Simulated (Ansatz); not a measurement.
Na, space group I4/mmm, a relaxation of cell and ions

Computed with Ansatz 0.2.0 through its Python package.

Run as a notebook:

**Cell 1**
```python
import json

import ansatz as az
from ase.data import atomic_numbers
import numpy as np
import spglib
```

**Cell 2**
```python
def edges_and_angles(cell):
    cell = np.asarray(cell)
    a, b, c = np.linalg.norm(cell, axis=1)
    cosines = cell[1] @ cell[2] / (b * c), cell[0] @ cell[2] / (a * c), cell[0] @ cell[1] / (a * b)
    return (a, b, c, *np.degrees(np.arccos(cosines)))
```

**Cell 3**
```python
xtal = (
    az.Lattice.of((-1.888291, 1.888291, 2.637277), (1.888291, -1.888291, 2.637277), (1.888291, 1.888291, -2.637277))
    .atom('Na', (0.0, 0.0, 0.0))
)

xtal.resolved().tree()['lattice']
```
Output:
```text
((-1.888291, 1.888291, 2.637277), (1.888291, -1.888291, 2.637277), (1.888291, 1.888291, -2.637277))
```

**Cell 4**
```python
# shape and ions at fixed volume
calculation = (
    xtal.calculation()
    .pseudopotentials('nc')
    .kpoints(length=22)
    .occupations(az.OccupationsMethod.FERMI_DIRAC, width=0.15)
    .functional('PBEsol')
    .scf(tolerance=1e-09)
    .mixing('broyden', ndim=8, beta=0.4)
    .relax(fix_cell=['volume'])
)
outcome = calculation.run(threads=1, events_out='stream.ndjson')
with open('stream.ndjson') as stream:
    events = [json.loads(line) for line in stream]
steps = [e['data'] for e in events if e['event'] == 'relax_step']
data = outcome.report
```
Output:
```text
DeckWarning: basis.ecutwfc = 1197.300995 eV, auto-derived from the records' recommended cutoffs: set by Na (normal level)
DeckWarning: crystal.symmetry: narrowed to the stabiliser of the k-point mesh — unitary ops 16 → 4; excluded 12 operations that carry a point of the 7×7×8 mesh (shift [0, 0, 0]) off the mesh (the run [...]
DeckWarning: relax.cell: scf.convergence.dr2_threshold = 1e-9 eV is looser than the 1e-10 eV advised for a relaxation that steers and ends on the stress (1e-10 eV for each atom of the cell: 1). What [...]
```

**Cell 5**
```python
sorted(key for key in data if key.endswith('_ev'))
```
Output:
```text
['energy_sigma0_ev', 'entropy_ts_ev', 'fermi_energy_ev', 'free_energy_ev', 'gap_by_band_count_ev',
 'harris_foulkes_ev', 'internal_energy_ev', 'lagrangian_above_aufbau_ev', 'lagrangian_ev',
 'lagrangian_sigma0_ev']
```

**Cell 6**
```python
data['n_iterations'], data['closed_by']
```
Output:
```text
(2, 'deck_thresholds')
```

**Cell 7**
```python
data['n_kpoints'], data['n_symmetry_ops'], data['n_pw']
```
Output:
```text
(116, 4, 3559)
```

**Cell 8**
```python
print('step   energy (eV)     max comp. (eV/A)   P (GPa)  SCF')
for s in steps:
    print(f'{s["step"]:4d} {s["lagrangian_ev"]:15.5f} {s["allowed_force_max_ev_ang"]:12.4f} {s["pressure_gpa"]:10.3f} {s["n_scf"]:5d}')
```
Output:
```text
step   energy (eV)     max comp. (eV/A)   P (GPa)  SCF
   1     -1241.73318       0.0000     -0.207     9
   2     -1241.73327       0.0000     -0.208     3
   3     -1241.73355       0.0000     -0.209     4
   4     -1241.73355       0.0000     -0.209     2
```

**Cell 9**
```python
first, last = steps[0], steps[-1]
symbols = [site.symbol for site in outcome.lattice.sites]
print(f'energy gained {first["lagrangian_ev"] - last["lagrangian_ev"]:.4f} eV in {len(steps) - 1} steps')
for label, vectors in (('before', first['cell_ang']), ('after', outcome.lattice.cell_ang)):
    print(label, 'a b c (A) {:.4f} {:.4f} {:.4f}  angles {:.2f} {:.2f} {:.2f}'.format(*edges_and_angles(vectors)), f' V = {abs(np.linalg.det(vectors)):.3f} A^3')
print('final stress xx yy zz (GPa, compression positive):', np.round(np.diag(data['stress_gpa']), 3) + 0.0)

change = np.array(last['positions_ang']) @ np.linalg.inv(last['cell_ang']) - np.array(first['positions_ang']) @ np.linalg.inv(first['cell_ang'])
moved = np.linalg.norm(change @ np.array(last['cell_ang']), axis=1)
print('displacement within the cell, strain taken out (A):', ' '.join(f'{s}:{d:.3f}' for s, d in zip(symbols, moved)))
```
Output:
```text
energy gained 0.0004 eV in 3 steps
before a b c (A) 3.7532 3.7532 3.7532  angles 119.59 119.59 90.72  V = 37.614 A^3
after a b c (A) 3.7453 3.7453 3.8055  angles 120.05 120.05 90.22  V = 37.614 A^3
final stress xx yy zz (GPa, compression positive): [-0.218 -0.218 -0.191]
displacement within the cell, strain taken out (A): Na:0.000
```

**Cell 10**
```python
print('atom   start x y z (A)              end x y z (A)')
for symbol, a, b in zip(symbols, first['positions_ang'], last['positions_ang']):
    print(f'{symbol:3s}', ' '.join(f'{v:8.4f}' for v in a), '  ', ' '.join(f'{v:8.4f}' for v in b))

fractions = [site.position_frac for site in outcome.lattice.sites]
numbers = [atomic_numbers[s] for s in symbols]
for tolerance in (1e-3, 1e-2, 1e-1):
    print(f'space group at {tolerance} A:', spglib.get_spacegroup((outcome.lattice.cell_ang, fractions, numbers), symprec=tolerance))
```
Output:
```text
atom   start x y z (A)              end x y z (A)
Na    0.0000   0.0000   0.0000      0.0000   0.0000   0.0000
space group at 0.001 A: C2/m (12)
space group at 0.01 A: C2/m (12)
space group at 0.1 A: Fm-3m (225)
```

**Cell 11**
```python
energy = data['free_energy_ev']
print('Na: {:.6f} eV = {:.6f} Ry = {:.6f} Ha'.format(energy, energy / 13.605693, energy / 27.211386))
print('Fermi level {:.4f} eV, {} k-points, {} symmetry operations'.format(data['fermi_energy_ev'], data['n_kpoints'], data['n_symmetry_ops']))
```
Output:
```text
Na: -1241.733549 eV = -91.265733 Ry = -45.632867 Ha
Fermi level 1.6058 eV, 116 k-points, 4 symmetry operations
```

**Cell 12**
```python
print(calculation.to_yaml())
```
Output:
```text
crystal:
  lattice:
    - [-1.888291, 1.888291, 2.637277]
    - [1.888291, -1.888291, 2.637277]
    - [1.888291, 1.888291, -2.637277]
  atoms:
    - { symbol: Na, position: [0.0, 0.0, 0.0] }
kpoints:
  mp_grid:
    grid: [7, 7, 8]
hamiltonian:
  xc: pbesol
  pseudopotentials:
    kind: nc
scf:
  convergence:
    dr2_threshold: 1.0e-09
  mixing:
    algorithm: broyden
    beta: 0.4
    ndim: 8
  occupations:
    method: fermi_dirac
    width: 0.15
relax:
  cell:
    fix: [volume]
```

What to keep in mind:
- These settings explore the input space; cutoff and mesh may be short of convergence.
- Part of the cell is held or a pressure is applied, so the end point needn't be the zero-pressure lattice.
- For a metal this k-point mesh is coarse: on a finer one energies can move by several to tens of meV an atom and pressures by half a GPa or more, differences at one mesh by less.
- The zero of the levels is a convention of the potentials, so an absolute Fermi energy is no work function.
- Energies along a relaxation are free energies. Rows at an unchanged volume are solved on a plane-wave basis chosen afresh for that cell, so the energy jumps there and such rows are no steps of the walk.
- The smearing is wide enough that free energy and stress hold a thermal part of the electrons.
- These metals are very soft, so angles and axial ratios aren't settled by this mesh and stress tolerance.
- A gap by band count of zero or less means overlapping bands, a metal, and at an odd count of electrons it is no gap at all.
- Edges and angles are those of the cell as typed, here a primitive one, not of the conventional cell.
- The cell relaxed to the group C2/m; tensors and edges are in the axes of the typed cell.
- This isn't the structure that Na takes at ambient conditions.
- Levels are Kohn-Sham eigenvalues on this mesh.
- Warnings are shown shortened and without file and line.
- Wall time of the script: 16 s on 1 thread of AMD EPYC 7B13 (Zen 3), with other jobs on the host, peak memory 0.54 GiB.

(Lines on the test bed's own set-up are left out of the output.)
